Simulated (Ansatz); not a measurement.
Cu, space group P6_3/mmc: a comparison of functionals at one structure, run with the Ansatz DFT code, driven from Python.

`run_xc.py`
```python
"""One structure of Cu under several functionals."""

import ansatz as az
from ase import Atoms

SMEARING = "Marzari-Vanderbilt"
KMESH = (9, 9, 3)


def main() -> None:
    atoms = Atoms(
        ["Cu", "Cu", "Cu", "Cu"],
        scaled_positions=[
            [0.0, 0.0, 0.0],
            [1 / 3, 2 / 3, 0.25],
            [0.0, 0.0, 0.5],
            [2 / 3, 1 / 3, 0.75],
        ],
        cell=[
            [2.53076, 0.0, 0.0],
            [-1.26538, 2.19171, 0.0],
            [0.0, 0.0, 8.26182],
        ],
        pbc=True,
    )
    cell = az.Crystal.from_ase(atoms)

    base = (
        cell.calculation()
        .occupations(SMEARING, width=50 * az.meV)
        .kpoints(*KMESH, center="gamma")
        .forces()
        .stress()
    )

    rows = []
    for value in ["blyp", "lda", "pbesol"]:
        rep = base.functional(value).run(threads=1).report
        rows.append((value, rep["free_energy_ev"] / len(rep["lattice"]["sites"]), rep["n_iterations"], sum(rep["stress_gpa"][i][i] for i in range(3)) / 3, max(abs(f) for row in rep["forces_ev_ang"] for f in row), rep["n_kpoints"]))

    print("  functional   F/atom (eV)    iterations       P (GPa)  max component (eV/A)      k-points")
    for row in rows:
        print(f"{str(row[0]):>12s}  {row[1]:12.5f}  {row[2]:12d}  {row[3]:12.3f}  {row[4]:20.4f}  {row[5]:12d}")


if __name__ == "__main__":
    main()
```

Which functional puts this cell under the lowest pressure, and which under the highest?

From lowest to highest: LDA (-8.4 GPa), PBEsol (-2.1 GPa) and BLYP (15.5 GPa). At a fixed cell a lower pressure usually means a smaller equilibrium volume, so LDA prefers the smallest cell and BLYP the largest.

The output:

```console
$ python run_xc.py
DeckWarning: basis.ecutwfc = 420 eV, auto-derived from the records' recommended cutoffs: set by Cu (normal level)
  functional   F/atom (eV)    iterations       P (GPa)  max component (eV/A)      k-points
        blyp   -6634.12768             8        15.525                0.0000            24
         lda   -6555.70380             8        -8.420                0.0000            24
      pbesol   -6588.77034             7        -2.078                0.0000            24
```
(Warnings from the package without file and line.)

Caveats:
- BLYP can be off by several per cent in the lattices of metals, and by several GPa in the pressure at a fixed cell.
- The mesh is modest for a metal, so energies can be off by several to tens of meV an atom and pressures by half a GPa or more; differences at equal mesh fare better.
- Forces vanish by symmetry here and test nothing.
- Pressure is positive in compression.
- This isn't the structure that Cu takes at ambient conditions.
- Total energies of different functionals can't be compared; pressures, moments and gaps at this one structure can.
- Timing: 7.8 s on 1 thread of Arm Neoverse V2 (shared host), peak memory 0.39 GiB.
